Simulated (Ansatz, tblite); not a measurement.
# The cluster Cd6+: one state, many levels

The task here is to estimate one member of a computed series from the others.

Method: as each input shows; program: Ansatz 0.2.0, Gaussian basis.

Levels to be run: GFN1-xTB, GFN2-xTB, PBE/def2-TZVP, r2SCAN/def2-TZVP, LDA/def2-TZVP, revPBE/def2-TZVP, B3LYP/def2-TZVP, PBE/def2-SVP, PBE0/def2-SVP, MP2/def2-TZVP, RPA/def2-TZVP.

4 further runs of the same task are left out: 4 set aside as unsound or not needed. Runs told in other sessions of the task aren't counted.

### The structure

The geometry is that of the doublet, from an earlier relaxation (PBE/def2-SVP). At that level it is the lowest of the isomers that a small search found.

6 atoms, charge 1, spin multiplicity 2.

Bond lengths: Cd1–Cd3 3.110 Å, Cd1–Cd4 3.256 Å, Cd1–Cd6 3.112 Å, Cd2–Cd4 3.109 Å, Cd2–Cd6 3.188 Å, Cd3–Cd5 3.188 Å, Cd4–Cd5 3.111 Å. Angles: Cd3–Cd1–Cd4 90.0°, Cd3–Cd1–Cd6 178.7°, Cd4–Cd1–Cd6 89.0°, Cd4–Cd2–Cd6 90.3°, Cd1–Cd3–Cd5 90.0°, Cd1–Cd4–Cd2 89.7°, Cd1–Cd4–Cd5 88.8°, Cd2–Cd4–Cd5 178.5°, Cd3–Cd5–Cd4 91.2°, Cd1–Cd6–Cd2 90.9°.

Cd takes a core potential in the def2 sets. No spin-orbit coupling is included. The ion is computed in the gas phase, without counter-ions or solvent.

PBE0/def2-TZVP was run before; its log isn't repeated, and its numbers join the tables.

The first run:

Tight binding, by tblite at 300 K electronic temperature and without a spin-polarisation term:

```python
tblite.interface.Calculator('GFN1-xTB', numbers, positions, charge=1, uhf=1).singlepoint()
```

Tight binding, by tblite at 300 K electronic temperature and without a spin-polarisation term:

```python
tblite.interface.Calculator('GFN2-xTB', numbers, positions, charge=1, uhf=1).singlepoint()
```

start.molden holds the orbitals of an earlier run on this state, given as this run's starting guess.

in.yaml

```yaml
crystal:
  periodic: [false, false, false]
  atoms:
    - {symbol: Cd, position_ang: [-0.869504, -0.949981, -0.989036]}
    - {symbol: Cd, position_ang: [2.170859, 2.318261, -1.480792]}
    - {symbol: Cd, position_ang: [-2.133044, -2.359287, 1.478666]}
    - {symbol: Cd, position_ang: [0.887353, 0.943050, 0.994242]}
    - {symbol: Cd, position_ang: [-0.447537, -0.474415, 3.420228]}
    - {symbol: Cd, position_ang: [0.391874, 0.522372, -3.423308]}
basis:
  gaussian: {orbitals: def2-TZVP, initial_orbitals: start.molden}
total_charge: 1
magnetization: {spin_polarized: true, initial_magnetization: 1}
hamiltonian: {xc: pbe}
scf: {omitted_lower_state_checks: [starts]}
output: {orbitals: {seedname: orbitals}}
```

Launch:

```bash
ansatz run in.yaml --threads 4 --pin off --events-out ev --progress --plain --max-ram 8704MiB
```

Among the steps run: PBE/def2-TZVP; r2SCAN/def2-TZVP; LDA/def2-TZVP; revPBE/def2-TZVP; B3LYP/def2-TZVP; PBE/def2-SVP; PBE0/def2-SVP; MP2/def2-TZVP; RPA/def2-TZVP.

One table of the session follows, with a row left open; its other results are not shown here.

It belongs to the step «Levels side by side». 

```
           level  HOMO (eV)  LUMO (eV)  gap (eV)
   LDA/def2-TZVP      -7.89      -7.72      0.17
    PBE/def2-SVP      -7.53      -7.30      0.22
   PBE/def2-TZVP      -7.54      -7.32      0.23
revPBE/def2-TZVP      -7.44      -7.18      0.26
r2SCAN/def2-TZVP      -7.69      -7.18      0.51
 B3LYP/def2-TZVP      -7.97      -6.99      0.98
   PBE0/def2-SVP      -7.90      -6.65      1.26
  PBE0/def2-TZVP          ?          ?         ?
```

Q: Estimate the row for PBE0/def2-TZVP from the others.

The run gave: HOMO (eV): -7.91; LUMO (eV): -6.64; gap (eV): 1.27. In the column «HOMO (eV)» it lies between B3LYP/def2-TZVP (-7.97) and PBE0/def2-SVP (-7.90).
